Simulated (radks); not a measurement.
# Ce²⁺ in [Kr] 4d10 4f2 5s2 5p5.5 5d0.5: an all-electron calculation

Aim: the levels, the sizes of the orbitals and the parts of the energy of the cerium ion Ce2+.

Program: radks (a radial shooting solver on a logarithmic mesh, Libxc functionals) version 1. Level of theory: scalar-relativistic Kohn-Sham, BLYP, spin-unpolarised, spherical densities, point nucleus. These are calculated values, not measurements, unless marked.

## Step 1: The atom as given

```
element       : cerium (Z = 58)
charge        : +2
electrons     : 56
configuration : [Kr] 4d10 4f2 5s2 5p5.5 5d0.5
```

## Step 2: Self-consistent calculation

Input:

```text
Z 58
configuration [Kr] 4d10 4f2 5s2 5p5.5 5d0.5
relativity scalar-relativistic
functional b88,lyp
spin unpolarised
nucleus point
c 137.035999084
```

**Question.** What will this run give?

As calculated:

```
                        quantity                value
                    total energy   -8860.2556 hartree
exchange-correlation share of it               2.37 %
                            −T/E               1.0600
          highest occupied level       5d, -13.954 eV
    most extended occupied level  5d, <r> = 2.67 bohr
 radius at density 0.001 e/bohr³            3.84 bohr
    maxima of the radial density                    4
```

The radial density shows 4 maxima for 5 occupied principal shells; where shells overlap, one shows as a shoulder or not at all. −T/E is 1.060: with relativity the kinetic term as defined here no longer equals −E. This is not the tabulated ground configuration, so its levels and sizes aren't those of the ground state, and no measured value stands beside it.
